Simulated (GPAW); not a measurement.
# Zr3S2 (R32) in GPAW: a series of runs

Aim: see how the results for Zr3S2 move with the level of theory and the settings. Levels: r2SCAN, PBE, TB-mBJ. Tasks: band structure, equation of state, single point.

Program: GPAW 26.7.0. These are calculated values, not measurements. Logs are shortened: lines on timing, memory, paths and dates and some standing lists are left out, and cuts for length are marked. The log counts tension as positive stress, the text compression.

## 1. Starting point

The structure is trigonal, space group R32 (No. 155). The conventional cell has a = 5.805 Å, b = 5.805 Å, c = 10.463 Å, α = 90.00°, β = 90.00°, γ = 120.00°. Zr (site symmetry 2) is surrounded by 4 S at 2.61 to 2.62 Å. S (site symmetry 3) is surrounded by 6 Zr at 2.61 to 2.62 Å.

The cell comes from a database or a generator and needn't be the stable form of this composition.

## 2. Band structure, r2SCAN

Contents of run.py:

```python
from ase import Atoms
from ase.dft.bandgap import bandgap
from ase.io import write
from ase.units import GPa
from ase.parallel import parprint
from gpaw import GPAW, PW

atoms = Atoms(['Zr', 'Zr', 'Zr', 'S', 'S'],
              cell=[[2.9025379727, 1.6757810799, 3.4877732718],
                    [-2.9025379727, 1.6757810799, 3.4877732718],
                    [0.0, -3.3515621597, 3.4877732718]],
              scaled_positions=[[0.838727, 0.5, 0.161273],
                                [0.5, 0.161273, 0.838727],
                                [0.161273, 0.838727, 0.5],
                                [0.665023, 0.665023, 0.665023],
                                [0.334977, 0.334977, 0.334977]],
              pbc=True)

calc = GPAW(mode=PW(600),
            xc='MGGA_X_R2SCAN+MGGA_C_R2SCAN',
            kpts={'size': (4, 4, 4), 'gamma': True},
            occupations={'name': 'fermi-dirac', 'width': 0.05},
            nbands=44,
            convergence={'density': 1e-05, 'energy': 1e-05},
            maxiter=150,
            txt='gpaw.txt')
atoms.calc = calc
energy = atoms.get_potential_energy()
forces = atoms.get_forces()
stress = atoms.get_stress()
calc.write('gs.gpw')
write('result.traj', atoms)
parprint(f'Energy: {energy:.6f} eV')
parprint('Forces (eV/A):')
parprint(forces.round(4))
parprint('Stress (GPa):', (stress / GPa).round(3))
parprint('Fermi level:', round(calc.get_fermi_level(), 4), 'eV')
parprint(f'Gap: {bandgap(calc)[0]:.4f} eV, direct: {bandgap(calc, direct=True)[0]:.4f} eV')

path = atoms.cell.bandpath('GLB1,BZGX,QFP1Z,LP', npoints=100, eps=1e-4)
bs_calc = calc.fixed_density(kpts=path, symmetry='off', nbands=66,
                             convergence={'bands': 'CBM+6.0', 'eigenstates': 1e-6}, txt='bands.txt')
bs = bs_calc.band_structure()
bs.write('bs.json')
parprint(f'Gap on the path: {bandgap(bs_calc)[0]:.4f} eV')
```

Potentials or basis: GPAW PAW data sets (gpaw-data 1.2.1), pw.

Started as:

```console
> OMP_NUM_THREADS=1 mpirun -n 4 gpaw python run.py
```

gpaw.txt:

```text
__  _  _
 | _ |_)|_||  |
 |__||  | ||/\| - 26.7.0

Input parameters:
  mode=PW(ecut=600.0),
  convergence={'density': 1e-05, 'energy': 1e-05},
  kpts=MonkhorstPack(size=(4, 4, 4), gamma=True),
  maxiter=150,
  nbands=44,
  occupations=Occupations(name='fermi-dirac', width=0.05),
  xc=XC(name='MGGA_X_R2SCAN+MGGA_C_R2SCAN')

Diagonalizing LCAO Hamiltonian
Converting LCAO to pw mode

             S
                 Zr
        Zr
              Zr
             S

Atoms  # Å, Bohr magnetons
|   | symbol |         x |         y |        z |    initial magnetic moments |
|---|--------|-----------|-----------|----------|-----------------------------|
| 0 |     Zr |  0.983168 |  1.702897 | 5.231660 | ( 0.0000,  0.0000,  0.0000) |
| 1 |     Zr |  0.983168 | -1.702897 | 5.231660 | ( 0.0000,  0.0000,  0.0000) |
| 2 |     Zr | -1.966336 |  0.000000 | 5.231660 | ( 0.0000,  0.0000,  0.0000) |
| 3 |      S | -0.000000 |  0.000000 | 6.958348 | ( 0.0000,  0.0000,  0.0000) |
| 4 |      S |  0.000000 |  0.000000 | 3.504971 | ( 0.0000,  0.0000,  0.0000) |

Unit cell  # Å
| periodic |         x |         y |        z |  lengths |    angles |
|----------|-----------|-----------|----------|----------|-----------|
|      yes |  2.902538 |  1.675781 | 3.487773 | 4.837099 | 73.748036 |
|      yes | -2.902538 |  1.675781 | 3.487773 | 4.837099 | 73.748036 |
|      yes |  0.000000 | -3.351562 | 3.487773 | 4.837099 | 73.748036 |

Number of symmetries: 6
Symmetry operations  # r_c * U_cc + t_c -> r_c
|   | kind |            matrix            |
|---|------|------------------------------|
| 0 |  E   |  1, 0, 0,  0, 1, 0,  0, 0, 1 |
| 1 |  C3  |  0, 1, 0,  0, 0, 1,  1, 0, 0 |
| 2 |  C3  |  0, 0, 1,  1, 0, 0,  0, 1, 0 |
| 3 |  C2  |  0, 0,-1,  0,-1, 0, -1, 0, 0 |
| 4 |  C2  |  0,-1, 0, -1, 0, 0,  0, 0,-1 |
| 5 |  C2  | -1, 0, 0,  0, 0,-1,  0,-1, 0 |

BZ-sampling:
  Number of BZ points: 64
  Number of IBZ points: 13

  Monkhorst-Pack size: [4, 4, 4]
  Monkhorst-Pack shift: [0.125, 0.125, 0.125]

K-points  # in reciprocal-cell coordinates
|     |                                coordinates |     weight |
|-----|--------------------------------------------|------------|
|   0 | (  0.00000000,   0.00000000,   0.00000000) | 0.01562500 |
|   1 | (  0.25000000,   0.00000000,  -0.25000000) | 0.09375000 |
|   2 | (  0.25000000,   0.00000000,   0.00000000) | 0.09375000 |
|   3 | (  0.25000000,   0.25000000,  -0.25000000) | 0.09375000 |
|   4 | (  0.25000000,   0.25000000,   0.00000000) | 0.09375000 |
|   5 | (  0.25000000,   0.25000000,   0.25000000) | 0.03125000 |
|   6 | (  0.50000000,   0.00000000,   0.00000000) | 0.04687500 |
|   7 | (  0.50000000,   0.25000000,  -0.25000000) | 0.09375000 |
|   8 | (  0.50000000,   0.25000000,   0.00000000) | 0.18750000 |
|   9 | (  0.50000000,   0.25000000,   0.25000000) | 0.09375000 |
| ... |                                            |            |
|  12 | (  0.50000000,   0.50000000,   0.50000000) | 0.01562500 |

Plane wave coefficients: 3446
Cutoff: 600.0 eV

Spin-components: 1 (collinear spins)
Bands:           44
Projectors:      28
Spin-degeneracy: 2
Datatype:        complex128

Parallelization:
  kpt:    4
  domain: 1
  band:   1

Density:
  Valence electrons: 48.0
  Components: 1
  Grid points: [28 28 28]
  Charge: 0.0  # |e|

Potential:
  Grid points: [28 28 28]

species:
  Zr:
    name:    Zirconium
    Z:       40.0
    valence: 12
    core:    28
    charge:  0.0  # [|e|]
    compensation charges:
      type: gauss
      rc: 0.40  # [Å]
      lmax: 2
    cutoffs:
      filter: 2.39  # [Å]
      core: 1.59  # [Å]
    projectors
    | kind |    occ | energy [eV] | rcut [Å] |
    |------|--------|-------------|----------|
    |   4s |  2.000 |     -54.478 |    1.323 |
    |   5s |  2.000 |      -4.438 |    1.323 |
    |   4p |  6.000 |     -32.467 |    1.334 |
    |   5p |  0.000 |      -1.470 |    1.334 |
    |   4d |  2.000 |      -3.600 |    1.244 |
    |    d |        |      23.611 |    1.244 |

    Using partial waves for Zr as LCAO basis

  S:
    name:    Sulfur
    Z:       16.0
    valence: 6
    core:    10
    charge:  0.0  # [|e|]
    compensation charges:
      type: gauss
      rc: 0.24  # [Å]
      lmax: 2
    cutoffs:
      filter: 1.77  # [Å]
      core: 1.66  # [Å]
    projectors
    | kind |    occ | energy [eV] | rcut [Å] |
    |------|--------|-------------|----------|
    |   3s |  2.000 |     -17.254 |    0.974 |
    |   3p |  4.000 |      -7.008 |    0.979 |
    |    s |        |       9.957 |    0.974 |
    |    p |        |      20.203 |    0.979 |
    |    d |        |       0.000 |    0.900 |

    Using partial waves for S as LCAO basis

Reference energy: -315395.953501  # eV

eigensolver:
  PPCG
  Converge bands: occupied
  niter=2

density mixing:
  MSR1-Mixer
  Pratt-step length: 0.05
  Maximum mixing coefficient: 0.75
  Old densities: 10
  SVD Regularization: 0.005
  Good broyden scale: 1.0
  Trust region scale: 1.0
  Backstep threshold: 4.0
  History deletion threshold: 6.0
  Fourier metric: weight=20.0, sigma=0.015

occupation numbers:
  Fermi-Dirac:
    width: 0.0500  # eV

poisson solver:
  ecut: 4800.0  # eV

xc functional:
  name: MGGA_X_R2SCAN+MGGA_C_R2SCAN with 2 nearest neighbor stencil

convergence criteria:
- Maximum integral of absolute [dens]ity change: 1e-05 electrons / valence electron
- Maximum [total energy] change in last 3 cyles: 1e-05 eV / valence electron
- Maximum integral of absolute [eigenst]ate change: 4e-08 eV^2 / valence electron
maximum number of iterations: 150

SCF iterations
|iter     | |      energy | eigst |  dens |
|---------|-|-------------|-------|-------|
|iter:   1| |  -91.622289 | +0.37 |       |
|iter:   2| |  -77.933192 | -0.76 | -1.30 |
|iter:   3| |-4633137.217007 | +5.84 | -1.30 |
|iter:   4| |  -26.000042 | +2.05 | +1.90 |
|iter:   5| |  -71.923459 | +1.39 | -0.47 |
|iter:   6| |  -78.055906 | +0.02 | -1.25 |
|iter:   7| |  -78.054467 | -1.90 | -1.57 |
|iter:   8| |  -77.955277 | -2.59 | -1.73 |
|iter:   9| |  -77.910266 | -2.24 | -1.94 |
|iter:  10| |  -77.918777 | -3.16 | -2.46 |
|iter:  11| |  -77.916704 | -4.26 | -2.34 |
|iter:  12| |  -77.913386 | -4.19 | -2.45 |
|iter:  13| |  -77.911827 | -4.18 | -2.66 |
|iter:  14| |  -77.911479 | -4.55 | -3.00 |
|iter:  15| |  -77.911465c| -5.33 | -3.57 |
|iter:  16| |  -77.911466c| -6.76 | -4.70 |
|iter:  17| |  -77.911466c| -7.77c| -5.15c|

Converged in 17 steps
Energy contributions relative to reference atoms: (reference = -315395.953501)

Energy contributions:
  Kinetic:           0.407703
  Coulomb:          -2.745638
  Zero:              0.925666
  External:          0.000000
  Xc:              -76.492291
  Entropy:          -0.013813
  Spinorbit:         0.000000
  ----------------------------
  Free energy:     -77.918372
  Extrapolated:    -77.911466

dipole moment: (0.000000, -0.000000, 0.000005)  # |e|*Ang

Fermi level: 9.378
Eigenvalues  # (at kpt = [0.000, 0.000, 0.000])
| band index |      eig [eV] | occ [0-2] |
|------------|---------------|-----------|
|          0 |       -41.451 |     2.000 |
|        ... |               |           |
|         14 |         3.161 |     2.000 |
|         15 |         3.161 |     2.000 |
|         16 |         3.451 |     2.000 |
|         17 |         4.833 |     2.000 |
|         18 |         5.028 |     2.000 |
|         19 |         5.028 |     2.000 |
|         20 |         6.621 |     2.000 |
|         21 |         7.570 |     2.000 |
|         22 |         9.457 |     0.341 |
|         23 |         9.457 |     0.341 |
|         24 |        10.199 |     0.000 |
|         25 |        10.199 |     0.000 |
|         26 |        11.509 |     0.000 |
|         27 |        12.391 |     0.000 |
|         28 |        12.391 |     0.000 |
|         29 |        12.776 |     0.000 |
|        ... |               |           |
|         43 |        19.200 |     0.000 |

No gap
No difference between direct/indirect transitions

Forces  # eV/Ang
|        x |        y |        z |
|----------|----------|----------|
| -0.03606 | -0.06246 | -0.00000 |  # Zr   0
| -0.03606 |  0.06246 |  0.00000 |  # Zr   1
|  0.07212 |  0.00000 |  0.00000 |  # Zr   2
|  0.00000 | -0.00000 | -0.02981 |  # S    3
| -0.00000 |  0.00000 |  0.02981 |  # S    4

Stress tensor  # eV/Ang^3
|         x |         y |         z |
|-----------|-----------|-----------|
|  0.008873 |  0.000000 | -0.000000 |
| -0.000000 |  0.008873 | -0.000000 |
| -0.000000 | -0.000000 |  0.002356 |

# Writing to gs.gpw (mode='')
```

It took 2.3 min on 4 MPI ranks of Intel Xeon 6975P-C (Granite Rapids), shared host; peak memory 0.48 GiB.

What came out:

- Free energy: -77.9184 eV
- Pressure: -1.1 GPa
- Largest force: 0.072 eV/Å
- Band gap along the path: none (metal or under the smearing width)

Forces on the atoms (eV/Å):
```
Zr  -0.036 -0.062  0.000
Zr  -0.036  0.062  0.000
Zr   0.072  0.000  0.000
S    0.000  0.000 -0.030
S    0.000  0.000  0.030
```

Stress tensor (GPa, compression positive):
```
-1.42  0.00  0.00
 0.00 -1.42  0.00
 0.00  0.00 -0.38
```

Levels at the corners of the path, in eV from the Fermi level:
```tsv
point	band 22	band 23	band 24	band 25	band 26	band 27
Γ	-1.81	0.08	0.08	0.82	0.82	2.13
L	-1.16	-0.87	-0.67	-0.09	1.19	1.96
B1	-1.12	-0.61	-0.51	0.48	1.04	1.06
B	-1.12	-0.61	-0.51	0.48	1.04	1.06
Z	-0.42	-0.15	-0.15	0.44	0.45	1.25
Γ	-1.81	0.08	0.08	0.82	0.82	2.13
X	-1.24	-1.02	-0.36	0.36	1.08	2.13
Q	-1.24	-1.02	-0.36	0.36	1.08	2.14
F	-1.21	-0.87	-0.31	0.00	1.10	2.09
P1	-0.93	-0.48	-0.47	0.36	0.94	0.98
Z	-0.42	-0.15	-0.15	0.44	0.45	1.25
L	-1.16	-0.87	-0.67	-0.09	1.19	1.96
P	-0.93	-0.48	-0.47	0.36	0.94	0.98
```

Caveat: the PAW data sets were made with another functional, which shifts forces and pressure a little.

## 3. Equation of state, PBE

Contents of run.py:

```python
from ase import Atoms
from ase.eos import EquationOfState
from ase.io import Trajectory
from ase.units import GPa
from gpaw import GPAW, PW

atoms = Atoms(['Zr', 'Zr', 'Zr', 'S', 'S'],
              cell=[[2.9025379727, 1.6757810799, 3.4877732718],
                    [-2.9025379727, 1.6757810799, 3.4877732718],
                    [0.0, -3.3515621597, 3.4877732718]],
              scaled_positions=[[0.838727, 0.5, 0.161273],
                                [0.5, 0.161273, 0.838727],
                                [0.161273, 0.838727, 0.5],
                                [0.665023, 0.665023, 0.665023],
                                [0.334977, 0.334977, 0.334977]],
              pbc=True)

traj = Trajectory('eos.traj', 'w')
volumes, energies = [], []
for x in [0.94, 0.96, 0.98, 1.0, 1.02, 1.04, 1.06]:
    a = atoms.copy()
    a.set_cell(atoms.cell * x**(1 / 3), scale_atoms=True)
    calc = GPAW(mode=PW(600),
                xc='PBE',
                kpts={'size': (4, 4, 4), 'gamma': True},
                occupations={'name': 'fermi-dirac', 'width': 0.05},
                nbands=44,
                convergence={'density': 1e-05, 'energy': 1e-05},
                maxiter=150,
                txt=f'eos-{x:.2f}.txt')
    a.calc = calc
    energies.append(a.get_potential_energy(force_consistent=True))
    volumes.append(a.get_volume())
    p = -a.get_stress()[:3].mean() / GPa
    calc.write(f'eos-{x:.2f}.gpw')
    traj.write(a)
    print(f'{x:.2f} {volumes[-1]:10.4f} A^3 {energies[-1]:14.6f} eV {p:9.3f} GPa', flush=True)

v0, e0, B = EquationOfState(volumes, energies, eos='birchmurnaghan').fit()
print(f'V0 = {v0:.4f} A^3, E0 = {e0:.6f} eV, B0 = {B / GPa:.2f} GPa')
```

Potentials or basis: GPAW PAW data sets (gpaw-data 1.2.1), pw.

Started as:

```console
> OMP_NUM_THREADS=1 python run.py
```

Wall time 5 min (1 thread of Intel Xeon at 2.70GHz, shared host); peak memory 0.31 GiB.

It converged, with:

```
Equilibrium volume                        : 20.13 Å³/atom
Bulk modulus at fixed shape and positions : 121 GPa
Pressure derivative of the bulk modulus   : 4.3
```

Energy against volume, from the lowest point:
```csv
volume (Å³/atom),energy (meV/atom)
19.136,19.64
19.543,6.21
19.950,0.00
20.358,0.32
20.765,6.52
21.172,17.99
21.579,34.15
```

Caveat: the cell was scaled at fixed shape and fractional positions, which overstates the stiffness of a crystal with free parameters, most of all of layers and chains.

(Part 1 of 2 ends here.)
